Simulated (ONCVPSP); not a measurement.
# Pseudopotential generation for gallium: ONCV, LDA (Perdew-Wang 92)

Task: generate the file, and judge it by its errors in other configurations, its logarithmic derivatives, its ghosts and its cutoff.

Method: ONCVPSP 4.0.1.1 (patched build), LDA (Perdew-Wang 92), scalar-relativistic.

### Step 1. The atom and the settings

Typed settings, in words:

| Property | Result |
| --- | --- |
| element | gallium (Ga, Z = 31) |
| type | optimised norm-conserving Vanderbilt (ONCV) |
| frozen core | [Ne] |
| valence charge | 21 |
| reference configuration | 3s2 3p6 3d10 4s2 4p1 |
| partial waves | 3s+4s: rc 1.05 bohr, ncon 4, nbas 8, qcut 15.1 1/bohr, 2 projectors; 3p+4p: rc 1.30 bohr, ncon 5, nbas 9, qcut 9.5 1/bohr, 2 projectors; 3d: rc 0.70 bohr, ncon 4, nbas 8, qcut 15.8 1/bohr, 2 projectors, debl 3.2 Ha |
| local potential | polynomial inside 0.65 bohr (lpopt 3, dvloc0 -1 Ha) |
| core correction | Teter function, fcfact 3.5, rcfact 1.7 |

The outer shells as boxes (Hund's rule for the drawing; the calculation is spin-unpolarised):

```
[Ne] core
3s [↑↓]
3p [↑↓][↑↓][↑↓]
3d [↑↓][↑↓][↑↓][↑↓][↑↓]
4s [↑↓]
4p [↑ ][  ][  ]
```

### Step 2. Generation

The input, Ga.dat:

```
# ATOM AND REFERENCE CONFIGURATION
# atsym  z   nc   nv     iexc    psfile
  Ga 31.00    3    5  -001012      upf
#
#   n    l    f
    1    0    2.00
    2    0    2.00
    2    1    6.00
    3    0    2.00
    3    1    6.00
    3    2   10.00
    4    0    2.00
    4    1    1.00
#
# PSEUDOPOTENTIAL AND OPTIMIZATION
# lmax
    2
#
#   l,   rc,      ep,       ncon, nbas, qcut
    0    1.05    0.00    4    8   15.10
    1    1.30    0.00    5    9    9.50
    2    0.70    0.00    4    8   15.80
#
# LOCAL POTENTIAL
# lloc, lpopt,  rc(5),   dvloc0
    4    3    0.65   -1.00
#
# VANDERBILT-KLEINMAN-BYLANDER PROJECTORs
# l, nproj, debl
    0    2    3.70
    1    2    1.80
    2    2    3.20
#
# MODEL CORE CHARGE
# icmod, fcfact, rcfact
    3    3.50    1.70
#
# LOG DERIVATIVE ANALYSIS
# epsh1, epsh2, depsh
   -7.00    5.00    0.04
#
# OUTPUT GRID
# rlmax, drl
    6.00    0.01
#
# TEST CONFIGURATIONS
# ncnf
    4
# nvcnf
#   n    l    f
    5
    3    0    2.00
    3    1    6.00
    3    2   10.00
    4    0    2.00
    4    1    0.00
#
    5
    3    0    2.00
    3    1    6.00
    3    2   10.00
    4    0    1.00
    4    1    0.00
#
    5
    3    0    2.00
    3    1    6.00
    3    2   10.00
    4    0    0.00
    4    1    0.00
#
    5
    3    0    2.00
    3    1    6.00
    3    2   10.00
    4    0    0.00
    4    1    3.00
#
```

The run is started by

```
$ oncvpsp.x < Ga.dat > Ga.out
```

What the program wrote to Ga.out (without the consistency checks and plot data):

```text
ONCVPSP  (Optimized Norm-Conservinng Vanderbilt PSeudopotential)
scalar-relativistic version 4.0.1.1, modified

#   n    l    f        energy (Ha)
    1    0    2.00    -3.7523553E+02
    2    0    2.00    -4.6306341E+01
    2    1    6.00    -4.0358404E+01
    3    0    2.00    -5.4181433E+00
    3    1    6.00    -3.6256613E+00
    3    2   10.00    -7.1319787E-01
    4    0    2.00    -3.3700069E-01
    4    1    1.00    -1.0043957E-01

Reference configufation results
  iterations    30
  all-electron total energy (Ha)   -1.94112195D+03

Begin loop to  construct optimized pseudo wave functions
and semi-local pseudopoentials for all angular momenta

Calculating optimized projector #   1

 for l=   0

    Fraction of norm inside rc  0.931961
    Optimizing pswf for qcut=  15.10 a_B^-1,  ecut= 114.05 Ha
    Residual kinetic energy error=  2.91D-08 Ha

    Energy error per electron        Cutoff
         Ha          eV             Ha
         0.01000     0.27211       51.02
         0.00100     0.02721       66.28
         0.00010     0.00272       78.94
         0.00001     0.00027       89.81

Calculating optimized projector #   2

 for l=   0

    Fraction of norm inside rc  0.040564
    Optimizing pswf for qcut=  15.10 a_B^-1,  ecut= 114.05 Ha
    Residual kinetic energy error=  5.52D-09 Ha

    Energy error per electron        Cutoff
         Ha          eV             Ha
         0.01000     0.27211       36.47
         0.00100     0.02721       56.82
         0.00010     0.00272       72.73
         0.00001     0.00027       85.68

Calculating optimized projector #   1

 for l=   1

    Fraction of norm inside rc  0.969464
    Optimizing pswf for qcut=   9.51 a_B^-1,  ecut=  45.22 Ha
    Residual kinetic energy error=  2.86D-04 Ha

    Energy error per electron        Cutoff
         Ha          eV             Ha
         0.01000     0.27211       34.60
         0.00100     0.02721       41.56
         0.00010     0.00272       79.96
         0.00001     0.00027      149.99

Calculating optimized projector #   2

 for l=   1

    Fraction of norm inside rc  0.029856
    Optimizing pswf for qcut=   9.51 a_B^-1,  ecut=  45.22 Ha
    Residual kinetic energy error=  3.64D-05 Ha

    Energy error per electron        Cutoff
         Ha          eV             Ha
         0.01000     0.27211       24.42
         0.00100     0.02721       34.35
         0.00010     0.00272       42.17
         0.00001     0.00027       62.15

   Wellstate for l =  2  n =  5
     eigenvalue =   2.4868
     asymptotic potential =   2.9868
     half-point radius =  2.9558

Calculating optimized projector #   1

 for l=   2

    Fraction of norm inside rc  0.495939
    Optimizing pswf for qcut=  15.83 a_B^-1,  ecut= 125.23 Ha
    Residual kinetic energy error=  5.33D-03 Ha

    Energy error per electron        Cutoff
         Ha          eV             Ha
         0.01000     0.27211      117.67
         0.00100     0.02721      321.95
         0.00010     0.00272      485.80
         0.00001     0.00027      652.50

Calculating optimized projector #   2

 for l=   2

    Fraction of norm inside rc  0.043434
    Optimizing pswf for qcut=  15.83 a_B^-1,  ecut= 125.23 Ha
    Residual kinetic energy error=  1.16D-03 Ha

    Energy error per electron        Cutoff
         Ha          eV             Ha
         0.01000     0.27211      101.31
         0.00100     0.02721      126.78
         0.00010     0.00272      212.23
         0.00001     0.00027      448.46

Construct Vanderbilt / Kleinmman-Bylander projectors

B matrix Hermiticity error, ll=   0
   1   2    7.7450E-04

  Orthonormal projector coefficients  2.6048E+01  4.4746E+00

B matrix Hermiticity error, ll=   1
   1   2    3.1516E-04

  Orthonormal projector coefficients  8.7618E+00 -2.9973E+00

B matrix Hermiticity error, ll=   2
   1   2   -4.4755E-04

  Orthonormal projector coefficients -2.8733E+01 -1.1115E+01

Model core correction analysis
  based on d2Exc/dn_idn_j

d2excae - all-electron derivatives

   -4.299344D-02   -4.053383D-02   -3.229169D-02   -2.620083D-03
   -1.042315D-03
   -4.053392D-02   -3.926315D-02   -3.167514D-02   -3.098806D-03
   -1.220891D-03
   -3.229191D-02   -3.167528D-02   -2.973360D-02   -6.328426D-03
   -2.738461D-03
   -2.620074D-03   -3.098745D-03   -6.327771D-03   -2.962254D-02
   -2.285251D-02
   -1.042325D-03   -1.220893D-03   -2.738262D-03   -2.284882D-02
   -2.722911D-02

d2excps - pseudofunction derivatives with no core correction

   -4.583311D-02   -4.260774D-02   -3.709012D-02   -2.911937D-03
   -1.164340D-03
   -4.260785D-02   -4.113896D-02   -3.565468D-02   -3.207354D-03
   -1.276266D-03
   -3.709032D-02   -3.565480D-02   -3.321856D-02   -6.635309D-03
   -2.875099D-03
   -2.911957D-03   -3.207294D-03   -6.634661D-03   -2.964625D-02
   -2.285956D-02
   -1.164355D-03   -1.276269D-03   -2.874903D-03   -2.285587D-02
   -2.723123D-02

rms 2nd derivative error    2.102464E-03

rmatch, rhocmatch    0.3140  120.6456

Teter function model core charge with specified parameters

d2excps - pseudofunction derivatives with core correction

   -3.905374D-02   -3.790228D-02   -3.236550D-02   -2.450364D-03
   -1.003446D-03
   -3.790227D-02   -3.749317D-02   -3.194190D-02   -2.898395D-03
   -1.155615D-03
   -3.236562D-02   -3.194202D-02   -2.933016D-02   -6.320427D-03
   -2.750167D-03
   -2.450343D-03   -2.898327D-03   -6.319770D-03   -2.961396D-02
   -2.284867D-02
   -1.003452D-03   -1.155614D-03   -2.749967D-03   -2.284498D-02
   -2.722711D-02

rms 2nd derivative error    1.148402E-03

Pseudoatom total energy -258.415759

Diagnostic tests using Vanderbilt-Kleinman-Bylander pseudopotentials
  1 or more projectors used as specified by nproj input data

   l    rcore       rmatch      e in        delta e   norm test  slope test

   0   1.0511546   1.0830699  -5.4181433   0.0000131   1.0002792   1.0002670
   0   1.0511546   1.0830699  -0.3370007   0.0000147   1.0000778   1.0000625

   1   1.3037487   1.3433333  -3.6256613  -0.0000154   1.0002674   1.0002544
   1   1.3037487   1.3433333  -0.1004396   0.0000046   1.0000454   1.0000440

   2   0.7040474   0.7254238  -0.7131979   0.0000318   1.0002091   1.0001829
   2   0.7040474   0.7254238   2.4868021  -0.0000498   1.0005792   1.0005792

 Testing for bound ghosts
   n   l    E NL Schr. Eq   E Basis Diag.   E Cutoff

   1   0       -5.418130       -5.418125    238.84
   2   0       -0.336986       -0.111209    238.84

   2   1       -3.625677       -3.625673    233.73
   3   1       -0.100435        0.078698    233.73

   3   2       -0.713166       -0.652712    693.63

 Testing for highly-localized positive-energy ghosts
       l    <radius>/rc     E Basis Diag.   E Cutoff

Test configuration 0

   n   l     f        eae           eps        diff
   1   0  2.0000 -375.23552841
   2   0  2.0000  -46.30634082
   2   1  6.0000  -40.35840439
   3   0  2.0000   -5.41814329   -5.41813020    1.31D-05
   3   1  6.0000   -3.62566127   -3.62567662   -1.54D-05
   3   2 10.0000   -0.71319787   -0.71316609    3.18D-05
   4   0  2.0000   -0.33700069   -0.33698601    1.47D-05
   4   1  1.0000   -0.10043957   -0.10043497    4.60D-06

    Total energies and differences
      AE_ref= -1.94112195D+03  AE_tst= -1.94112195D+03  dif=  0.00D+00
      PS_ref= -2.58415759D+02  PS_tst= -2.58415759D+02  dif= -4.55D-13
      PSP excitation error=  4.55D-13

Test configuration 1

   n   l     f        eae           eps        diff
   1   0  2.0000 -375.54539847
   2   0  2.0000  -46.61323029
   2   1  6.0000  -40.66569455
   3   0  2.0000   -5.72570955   -5.72555485    1.55D-04
   3   1  6.0000   -3.93332765   -3.93327657    5.11D-05
   3   2 10.0000   -1.02004809   -1.02001473    3.34D-05
   4   0  2.0000   -0.61200832   -0.61198399    2.43D-05

    Total energies and differences
      AE_ref= -1.94112195D+03  AE_tst= -1.94090577D+03  dif=  2.16D-01
      PS_ref= -2.58415759D+02  PS_tst= -2.58199558D+02  dif=  2.16D-01
      PSP excitation error= -2.04D-05

Test configuration 2

   n   l     f        eae           eps        diff
   1   0  2.0000 -375.99646883
   2   0  2.0000  -47.05440791
   2   1  6.0000  -41.10772807
   3   0  2.0000   -6.17060971   -6.17018115    4.29D-04
   3   1  6.0000   -4.37812580   -4.37799983    1.26D-04
   3   2 10.0000   -1.46049178   -1.46058466   -9.29D-05
   4   0  1.0000   -0.97284790   -0.97277918    6.87D-05

    Total energies and differences
      AE_ref= -1.94112195D+03  AE_tst= -1.94011573D+03  dif=  1.01D+00
      PS_ref= -2.58415759D+02  PS_tst= -2.57409485D+02  dif=  1.01D+00
      PSP excitation error= -5.94D-05

Test configuration 3

psatom: WARNING lschvkbb convergence error n,l,iter=   3   1   4
ea(ii),et,emin,emax -1.088983E-01 -1.197882E-01 -1.197882E-01 -1.197882E-01
run_config: WARNING for fully non-local PS atom, stg. 1
 WARNING no output for configuration 4

Test configuration 4

   n   l     f        eae           eps        diff
   1   0  2.0000 -375.37015375
   2   0  2.0000  -46.43507285
   2   1  6.0000  -40.48722426
   3   0  2.0000   -5.55220040   -5.55213836    6.20D-05
   3   1  6.0000   -3.75949739   -3.75963436   -1.37D-04
   3   2 10.0000   -0.84324563   -0.84341295   -1.67D-04
   4   1  3.0000   -0.15237572   -0.15236558    1.01D-05

    Total energies and differences
      AE_ref= -1.94112195D+03  AE_tst= -1.94062411D+03  dif=  4.98D-01
      PS_ref= -2.58415759D+02  PS_tst= -2.57917923D+02  dif=  4.98D-01
      PSP excitation error= -4.69D-07
```

It took 6.2 s on 1 thread of Neoverse-N1, shared host.

Partial waves on a coarse radial grid (AE all-electron, PS pseudo):

| r (bohr) | 3p AE | 3p PS | 3d AE | 3d PS |
| --- | --- | --- | --- | --- |
| 0.065 | -0.5121 | 0.0417 | 0.0546 | 0.0143 |
| 0.130 | -0.6774 | 0.1602 | 0.2446 | 0.1049 |
| 0.195 | -0.3458 | 0.3399 | 0.4903 | 0.3058 |
| 0.260 | 0.1600 | 0.5561 | 0.7178 | 0.5809 |
| 0.325 | 0.6283 | 0.7803 | 0.8929 | 0.8526 |
| 0.390 | 0.9751 | 0.9844 | 1.0091 | 1.0558 |
| 0.455 | 1.1888 | 1.1465 | 1.0727 | 1.1544 |
| 0.520 | 1.2894 | 1.2528 | 1.0947 | 1.1526 |
| 0.585 | 1.3052 | 1.2986 | 1.0862 | 1.1038 |
| 0.650 | 1.2636 | 1.2871 | 1.0572 | 1.0580 |
| 0.715 | 1.1866 | 1.2278 | 1.0150 | 1.0148 |
| 0.780 | 1.0901 | 1.1337 | 0.9649 | 0.9647 |
| 0.845 | 0.9855 | 1.0205 | 0.9109 | 0.9107 |
| 0.910 | 0.8801 | 0.9021 | 0.8554 | 0.8552 |
| 0.975 | 0.7785 | 0.7893 | 0.8002 | 0.8000 |
| 1.040 | 0.6835 | 0.6873 | 0.7463 | 0.7462 |
| 1.105 | 0.5965 | 0.5973 | 0.6945 | 0.6944 |
| 1.170 | 0.5181 | 0.5180 | 0.6452 | 0.6451 |
| 1.235 | 0.4480 | 0.4479 | 0.5986 | 0.5985 |
| 1.300 | 0.3863 | 0.3862 | 0.5548 | 0.5547 |
| 1.365 | 0.3320 | 0.3320 | 0.5138 | 0.5137 |
| 1.430 | 0.2847 | 0.2847 | 0.4755 | 0.4755 |
| 1.495 | 0.2437 | 0.2436 | 0.4399 | 0.4399 |
| 1.560 | 0.2082 | 0.2081 | 0.4069 | 0.4068 |
| 1.625 | 0.1776 | 0.1775 | 0.3762 | 0.3761 |
| 1.690 | 0.1512 | 0.1512 | 0.3477 | 0.3476 |

Densities times 4π (e/bohr³); a dash where the program caps the true core:

| r (bohr) | pseudo valence | true core | model core |
| --- | --- | --- | --- |
| 0.065 | 14.26 | – | 402.8 |
| 0.195 | 56.73 | – | 275.3 |
| 0.325 | 119.7 | 98.61 | 124.8 |
| 0.455 | 117.6 | 8.065 | 34.72 |
| 0.585 | 75.71 | 0.611 | 4.902 |
| 0.715 | 43.55 | 0.04555 | 0.1788 |
| 0.845 | 23.02 | 0.003419 | 0.005726 |
| 0.975 | 11.91 | 0.0002605 | 0.003031 |
| 1.105 | 6.42 | 2.026e-05 | 0.0001624 |
| 1.235 | 3.687 | 1.614e-06 | 0.0002142 |
| 1.365 | 2.271 | 1e-07 | 1.069e-05 |
| 1.495 | 1.497 | 0 | 2.832e-05 |
| 1.625 | 1.05 | 0 | 0 |

### Step 3. The configuration tests of the same run

1 test gave no usable energy difference (3s2 3p6 3d10 4s0 4p0).

Excitation and ionisation energies from 3s2 3p6 3d10 4s2 4p1, with the error of the potential.

```csv
valence configuration,charge,ΔE all-electron (eV),error AE − PS (meV)
3s2 3p6 3d10 4s2 4p0,+1,5.883,-0.6
3s2 3p6 3d10 4s1 4p0,+2,27.380,-1.6
3s2 3p6 3d10 4s0 4p3,0,13.547,0.0
```

### Step 4. Logarithmic derivatives

Taken from the files of the generation run. The phase is arctan(r·R′/R) of the radial function R, unwrapped, with energies in Ha. A pole is an energy at which the radial function vanishes at the test radius. The pseudo phase is shifted by a multiple of π to meet the all-electron one at the reference energy. Levels narrower than the energy grid can be missing from the poles. The last column is the largest difference on the grid between −0.5 and +0.5 Ha.

```tsv
channel	radius (bohr)	reference (Ha)	poles AE	poles PS	window around the reference with phases within 0.05 rad (Ha)	largest difference near zero (rad)
s	1.06	-0.34	-4.30	-4.30	the whole range	0.000
p	1.32	-0.10	-3.27	-3.27	the whole range	0.000
d	0.71	-0.71	none	none	the whole range	0.000
```

Phases (rad) along the scan:

| E (Ha) | s AE | s PS | d AE | d PS |
| --- | --- | --- | --- | --- |
| -6.96 | 0.257 | 0.257 | 0.788 | 0.788 |
| -6.32 | -0.623 | -0.623 | 0.698 | 0.698 |
| -5.68 | -1.185 | -1.185 | 0.583 | 0.583 |
| -5.04 | -1.428 | -1.428 | 0.438 | 0.438 |
| -4.40 | -1.556 | -1.556 | 0.254 | 0.254 |
| -3.76 | -1.639 | -1.639 | 0.032 | 0.032 |
| -3.12 | -1.702 | -1.702 | -0.217 | -0.217 |
| -2.48 | -1.757 | -1.757 | -0.465 | -0.465 |
| -1.84 | -1.808 | -1.808 | -0.686 | -0.686 |
| -1.20 | -1.862 | -1.862 | -0.870 | -0.870 |
| -0.56 | -1.921 | -1.921 | -1.015 | -1.015 |
| 0.08 | -1.993 | -1.993 | -1.131 | -1.131 |
| 0.72 | -2.083 | -2.083 | -1.222 | -1.222 |
| 1.36 | -2.206 | -2.206 | -1.297 | -1.297 |
| 2.00 | -2.381 | -2.381 | -1.358 | -1.358 |
| 2.64 | -2.637 | -2.637 | -1.410 | -1.410 |
| 3.28 | -2.993 | -2.994 | -1.455 | -1.455 |
| 3.92 | -3.400 | -3.401 | -1.494 | -1.494 |
| 4.56 | -3.748 | -3.750 | -1.530 | -1.530 |

### Step 5. Convergence and ghost test

Read off the output, the cutoffs (Ha) at which the residual kinetic energy of the hardest occupied pseudo-wave falls to 1 and 0.1 mHa per electron: 322 Ha and 486 Ha.

The program's own ghost test: no bound ghost flagged; no localised positive-energy state flagged.

Cutoff (Ha) at which the first wave of each channel reaches a given error (Ha per electron):

| error | s | p | d |
| --- | --- | --- | --- |
| 1.0e-02 | 51.0 | 34.6 | 117.7 |
| 3.2e-03 | 59.3 | 38.0 | 150.9 |
| 1.0e-03 | 66.3 | 41.6 | 321.9 |
| 3.2e-04 | 73.3 | 44.9 | 449.4 |
| 1.0e-04 | 78.9 | 80.0 | 485.8 |
| 3.2e-05 | 85.0 | 134.9 | 527.1 |
| 1.0e-05 | 89.8 | 150.0 | 652.5 |

### Step 6. Outcome

```
                                                quantity                                                 value
  cutoffs for 1 and 0.1 mHa per electron, occupied waves                                     322 Ha and 486 Ha
                                            bound ghosts                                            none found
                                          GHOST(+) flags                                    none at low energy
                            largest test error (AE − PS)  -1.6 meV, for 3s2 3p6 3d10 4s1 4p0 (1 test unsolved)
largest phase difference near zero energy, channels read                                             0.000 rad
 rms error of d²Exc/dn², without and with the model core                                     2.10 and 1.15 mHa
```

**Reading.** By total energies transferability is very good where solved: the largest error is 1.6 meV on 27.4 eV, for 3s2 3p6 3d10 4s1 4p0. Of the tests 1 gave no usable energy difference, which is a warning in itself. It counts as very hard, with 322 Ha needed at the looser tolerance. At the looser tolerance the 3d wave is the slowest; 3s needs 66 Ha. The program's ghost test flags no bound state. Near zero energy the phases of the channels with partial waves agree within 0.001 rad.
